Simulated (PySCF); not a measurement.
F4S, in a box:

```
F S
1.0
    12.00000    0.00000    0.00000
     0.00000   11.00000    0.00000
     0.00000    0.00000   12.00000
F S
4 1
Direct
  0.45029 0.45106 0.58746
  0.62512 0.42979 0.53068
  0.37705 0.46476 0.41821
  0.53044 0.57403 0.44280
  0.50239 0.43930 0.46947
```

Base run:

* Program: PySCF 2.14.0
* Functional: TM
* Potentials or basis: pob-tzvp-rev2 (all-electron)
* k mesh: 1 × 1 × 1
* Occupations: fixed
* Spin: no spin polarisation

Its results: gap between the frontier levels 5.53 eV.

Task: After a change of settings the same cell gave: gap between the frontier levels 5.97 eV. Which change was it?
A. functional from TM to PBE
B. functional from TM to M06-L
C. functional from TM to PBEsol; dispersion from none to D3

Result: B.

Caveats: this is a molecule in a periodic box at the Γ point, so its band gap is the HOMO-LUMO gap; the basis of atomic orbitals isn't converged, which shifts pressures, moduli and gaps; this basis is made for solids and lacks diffuse functions, so gaps of a molecule come out too wide by an eV or more.

Not every run made on this cell is shown here.
